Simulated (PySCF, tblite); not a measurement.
**C₆H₅Cl₃: geometry, infrared bands and NMR shifts**

Aim: predict the infrared bands and NMR shifts of C₆H₅Cl₃ (`C=C(C)C#CC(Cl)(Cl)Cl`).

The runs use tblite 0.8.0 and PySCF 2.14.0, with density-fitted response routines of our own; the level of theory stands in each step. All values are computed, except where a source is named. Atoms are numbered from 0 throughout.

## 1. The starting structure

14 atoms, charge 0, multiplicity 1; geometry from: force field or distance geometry start.

Bonds of the start (Å): C0–C1 1.33, C1–C2 1.50, C1–C3 1.43, C3–C4 1.20, C4–C5 1.46, C5–Cl6 1.78, C5–Cl7 1.78, C5–Cl8 1.78, C0–H9 1.10, C0–H10 1.08, C2–H11 1.11, C2–H12 1.10, C2–H13 1.09.

## 2. Geometry optimisation with GFN2-xTB

Job settings and geometry (Å):

```
{"job": {"kind": "relax", "xc": "GFN2-xTB", "basis": "xTB"}, "charge": 0, "multiplicity": 1}
C     -1.581300    -0.391900    -1.508900
C     -1.128400    -0.061300    -0.302200
C     -2.030000     0.251100     0.856800
C      0.285400    -0.017600    -0.090200
C      1.473100     0.007500     0.103600
C      2.915700     0.049400     0.306600
Cl     3.381000     1.692900     0.811900
Cl     3.354000    -1.116000     1.579800
Cl     3.742700    -0.373700    -1.210100
H     -2.659200    -0.433300    -1.708600
H     -0.925500    -0.621800    -2.335200
H     -3.098300     0.186500     0.569300
H     -1.859600     1.272600     1.227000
H     -1.870200    -0.444800     1.678000
```

On the command line:

```sh
$ OMP_NUM_THREADS=1 python probes_run.py task.json out
```

The driver reads the jobs from task.json and runs them one after another.

**Question.** This job is followed by: GFN2-xTB harmonic vibrations, gas phase; GIAO PBE0/pcSseg-1 NMR shielding, non-relativistic, gas phase. What will the session give for the following? strongest single infrared mode (GFN2-xTB); zero-point energy (GFN2-xTB); ¹³C shifts against TMS (PBE0/pcSseg-1); ¹H shifts against TMS (PBE0/pcSseg-1, means over atoms taken as alike); ³⁵Cl shifts against HCl (PBE0/pcSseg-1, means over atoms taken as alike).

**Answer**, as computed:

| quantity | value |
| --- | --- |
| strongest single infrared mode (GFN2-xTB) | 2331 cm⁻¹, 72 km/mol |
| zero-point energy (GFN2-xTB) | 54.4 kcal/mol |
| ¹³C shifts against TMS (PBE0/pcSseg-1) | 135.4, 132.4, 104.0, 103.2, 93.8, 25.9 ppm |
| ¹H shifts against TMS (PBE0/pcSseg-1, means over atoms taken as alike) | 5.96, 5.94, 2.10 ppm |
| ³⁵Cl shifts against HCl (PBE0/pcSseg-1, means over atoms taken as alike) | 567 ppm |

In words: The optimisation took 48 steps and gained 0.056 eV; among the close pairs (by a distance rule), C4–C5 changed most, from 1.457 to 1.427 Å. The lowest mode is slightly imaginary (6i cm⁻¹), a soft motion within the noise of the Hessian, so the minimum is not strictly shown. The strongest single mode, at 2331 cm⁻¹, moves mainly C3 and C4. GFN2-xTB is a fitted tight-binding method: band positions and strengths are rough. Its intensities can rank the bands wrongly. C5 stands next to heavy halogen, whose spin-orbit shielding this run leaves out, so the computed shift lies too far downfield, most of all for carbon beside Br or I. The most deshielded carbon is C0 (terminal =CH2 carbon), at 135.4 ppm: the olefinic region. At PBE0/pcSseg-1: The largest span, 905 ppm, is at Cl6, Cl7, Cl8, where the paramagnetic term is -762 ppm.
